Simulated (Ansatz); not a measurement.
LiHF₂, space group R-3m: an equation of state with a fit, run with the Ansatz DFT code, driven from Python.

Script `lihf2.py`:
```python
# -*- coding: utf-8 -*-
"""Bulk modulus of LiHF2 from an E(V) curve."""

import warnings

import ansatz as az
from ase.eos import EquationOfState
from ase.units import GPa
import numpy as np

vectors0 = np.array([
    [1.466984, 0.846963, 4.366689],
    [-1.466984, 0.846963, 4.366689],
    [0.0, -1.693927, 4.366689],
])
sites = [
    ("Li", (0.0, 0.0, 0.0)),
    ("H", (0.5, 0.5, 0.5)),
    ("F", (0.413302, 0.413302, 0.413302)),
    ("F", (0.586698, 0.586698, 0.586698)),
]


def crystal_on(cell):
    crystal = az.Crystal(lattice=az.Lattice.of(cell))
    for symbol, position in sites:
        crystal = crystal.atom(symbol, position)
    return crystal


def main():
    warnings.simplefilter("ignore", az.DeckWarning)

    # scale the volume, keep shape and fractions
    volumes, energies, pressures = [], [], []
    for scale in np.linspace(0.88, 1.12, 7):
        cell = vectors0 * scale ** (1 / 3)
        model = (
            crystal_on(cell).calculation()
            .functional("r2scan")
            .basis(28 * az.Ha)
            .accuracy("medium")
            .occupations("Marzari-Vanderbilt")
            .mixing("msr1", ndim=12, beta=0.6)
            .scf(tolerance=1e-06, extra_bands=12, lower_state_search="standard")
            .kpoints(7, 7, 7)
            .stress()
        )
        summary = model.run().report
        volumes.append(abs(np.linalg.det(cell)) / len(sites))
        energies.append(summary["free_energy_ev"] / len(sites))
        pressures.append(np.trace(summary["stress_gpa"]) / 3)
        print(f"V = {volumes[-1]:8.4f} A^3/atom  F = {energies[-1]:.5f} eV/atom  P = {pressures[-1]:8.3f} GPa")

    eos = EquationOfState(volumes, energies, eos="birchmurnaghan")
    v0, e0, bulk = eos.fit()
    print(f"V0 = {v0:.4f} A^3/atom, E0 = {e0:.5f} eV/atom, B = {bulk / GPa:.1f} GPa")


if __name__ == "__main__":
    main()
```

Its results, one of them left out:

| V (Å³/atom) | F less the lowest row shown (meV/atom) |
| --- | --- |
| 7.162 | 40.75 |
| 7.487 | 17.76 |
| 7.813 | 4.80 |
| 8.138 | 0.00 |
| 8.464 | 1.87 |
| 8.789 | 9.19 |
| 9.115 | ? |

What is the missing energy at 9.115 Å³ an atom?

A third-order Birch-Murnaghan fit, E = E0 + (9 V0 B0 / 16) [(t - 1)³ B' + (t - 1)² (6 - 4t)] with t = (V0/V)^(2/3), through the 6 rows shown gives V0 = 8.200 Å³, B0 = 79.3 GPa, B' = 4.06 and E0 = -0.12 meV. At V = 9.115 Å³, t = 0.93193, and the fit extrapolates to 20.98 meV. The run gave 20.98 meV, a miss of 0.01 meV.

The settings weren't tested for convergence. Shape and fractional positions are held along the curve, so the bulk modulus is an upper value where they are free to relax, by a factor of two or more in layered or hydrogen-bonded cells. The program warned that this SCF threshold is loose for forces or stresses. Pressure is positive in compression. The structure comes from a database of computed cells and needn't be a stable or known phase. The script silences the warnings on its input, which a real study should read.

(A comment or docstring line of the script was reworded after the run, the code is as it ran.)
